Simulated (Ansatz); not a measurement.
# C2H5AlBr radical: a ladder of functionals and wavefunction methods

An exercise on one series of results from a longer session: the logs are not shown, and one member is left open.

Computed with Ansatz 0.2.0, Gaussian basis. Level: functionals in def2-TZVPP, the program's frozen cores in correlated methods.

The runs, in order: LDA (SPW92), PBE-D4, revPBE-D4, BLYP-D4, r2SCAN-D4, B97M-V, PBE0-D4, B3LYP-D4, r2SCANh-D4, r2SCAN0-D4, HSE06-D4, BHLYP-D4, CAM-B3LYP-D4, LC-ωPBE, ωB97X-V, ωB97M-V, B2PLYP, PBE-QIDH; CCSD(T)/def2-SVP; CCSD(T)/def2-TZVPP; MP2/def2-QZVPP; extrapolation to the limit; RPA on PBE.

### Structure used throughout

All runs share one geometry, relaxed beforehand with PBE0-D4 in a triple-zeta def2 set.

SMILES `[CH2][Al]([CH3])[Br]`, 9 atoms, charge 0, spin multiplicity 2.

Atoms are counted from 1 here; the program's logs count them from 0.

Bond lengths: C1–Al2 1.916 Å, C1–H5 1.088 Å, C1–H6 1.089 Å, Al2–C3 1.940 Å, Al2–Br4 2.271 Å, C3–H7 1.094 Å, C3–H8 1.094 Å, C3–H9 1.093 Å. Angles: Al2–C1–H5 123.7°, Al2–C1–H6 123.9°, H5–C1–H6 112.4°, C1–Al2–C3 125.7°, C1–Al2–Br4 116.1°, C3–Al2–Br4 118.2°, Al2–C3–H7 110.7°, Al2–C3–H8 110.8°, Al2–C3–H9 112.2°, H7–C3–H8 106.6°, H7–C3–H9 108.1°, H8–C3–H9 108.2°.

Set-up of the first run:

in.yaml reads:

```yaml
crystal:
  periodic: [false, false, false]
  atoms:
    - {symbol: C, position_ang: [-0.282128, 1.738716, -0.765795]}
    - {symbol: Al, position_ang: [-0.274670, -0.157194, -0.488066]}
    - {symbol: C, position_ang: [0.507573, -1.074582, 1.031348]}
    - {symbol: Br, position_ang: [-1.279433, -1.406413, -2.096621]}
    - {symbol: H, position_ang: [-0.732707, 2.219467, -1.631674]}
    - {symbol: H, position_ang: [0.162210, 2.455438, -0.076811]}
    - {symbol: H, position_ang: [-0.254035, -1.641705, 1.574748]}
    - {symbol: H, position_ang: [1.260816, -1.796720, 0.703102]}
    - {symbol: H, position_ang: [0.980873, -0.383208, 1.732671]}
basis:
  gaussian: {orbitals: def2-TZVPP}
magnetization: {spin_polarized: true, initial_magnetization: 1}
hamiltonian: {xc: lda}
output: {orbitals: {seedname: orbitals}}
```

On the command line:

```
> ansatz run in.yaml --threads 4 --pin off --events-out ev --progress --plain --max-ram 10444MiB
```

Steps of the session up to this table: LDA; PBE-D4 (GGA); revPBE-D4 (GGA); BLYP-D4 (GGA); r2SCAN-D4 (meta-GGA); B97M-V (meta-GGA); PBE0-D4 (hybrid); B3LYP-D4 (hybrid); r2SCANh-D4 (hybrid); r2SCAN0-D4 (hybrid); HSE06-D4 (hybrid); BHLYP-D4 (hybrid); CAM-B3LYP-D4 (range-separated); LC-ωPBE (range-separated); ωB97X-V (range-separated); ωB97M-V (range-separated); B2PLYP (double hybrid); PBE-QIDH (double hybrid).

One of the session's tables, all rows but one given; the rest of the session is left out.

It belongs to the step «Frontier levels by functional». 

```
  functional  HOMO (eV)  LUMO (eV)  gap (eV)
 LDA (SPW92)      -6.08      -4.66      1.42
      PBE-D4      -6.05      -4.09      1.96
   revPBE-D4      -6.01      -3.93      2.07
     BLYP-D4      -5.80      -4.09      1.71
   r2SCAN-D4      -6.50      -3.52      2.98
      B97M-V      -6.22      -3.87      2.35
     PBE0-D4      -7.36      -2.92      4.43
    B3LYP-D4      -6.99      -3.35      3.64
  r2SCANh-D4          ?          ?         ?
  r2SCAN0-D4      -7.70      -2.58      5.12
    HSE06-D4      -6.95      -3.31      3.64
    BHLYP-D4      -8.41      -1.93      6.48
CAM-B3LYP-D4      -8.64      -1.95      6.69
     LC-ωPBE     -10.22      -0.50      9.72
     ωB97X-V      -9.59      -0.98      8.60
     ωB97M-V      -9.36      -1.18      8.19
```

**Question.** Estimate the row for r2SCANh-D4.

Worked estimate for «HOMO (eV)». Against the share of exact exchange, r2SCAN-D4 (0, -6.50), r2SCAN0-D4 (0.25, -7.70) give a slope of -4.80 per unit share; at 0.1 the line stands at -6.98.

As computed: HOMO (eV): -6.98; LUMO (eV): -3.14; gap (eV): 3.84. In «HOMO (eV)» the line misses by 0.00.
